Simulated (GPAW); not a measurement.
The system is HfO2.

```xyz
3
Lattice="0.0000 2.5575 2.5575 2.5575 0.0000 2.5575 2.5575 2.5575 0.0000" Properties=species:S:1:pos:R:3 pbc="T T T"
Hf    0.0000    0.0000    0.0000
O     3.8363    3.8363    3.8363
O     1.2788    1.2788    1.2788
```

Measurements of this composition are mostly on another form, of space group No. 14.

Base run:

```yaml
Program: GPAW 26.7.0
Functional: PBEsol
Potentials_or_basis: PAW data sets generated in the run's folder for this functional
Cutoff: 800 eV
Basis: pw
k_mesh: 9 × 9 × 9
Occupations: fermi-dirac, width 0.05 eV
Spin: no spin polarisation
Hubbard_terms: Hf d U = 1 eV
```

Its results: band gap on the k mesh 3.90 eV, indirect (least direct gap 4.02 eV); pressure -7.7 GPa.

Question: After a change of settings the same cell gave: band gap on the k mesh 4.47 eV, indirect (least direct gap 4.59 eV); pressure 0.7 GPa. Which change was it?
A. hubbard terms from Hf d U = 1 eV to none
B. hubbard terms from Hf d U = 1 eV to Hf d U = 4 eV
C. hubbard terms from Hf d U = 1 eV to Hf d U = 6 eV

Answer: B.

Caveats: spin-orbit coupling is left out, which moves the levels of the heavy elements; the mesh misses the band edges, which the band path finds closer together.

Runs at the PBE level aren't shown here.
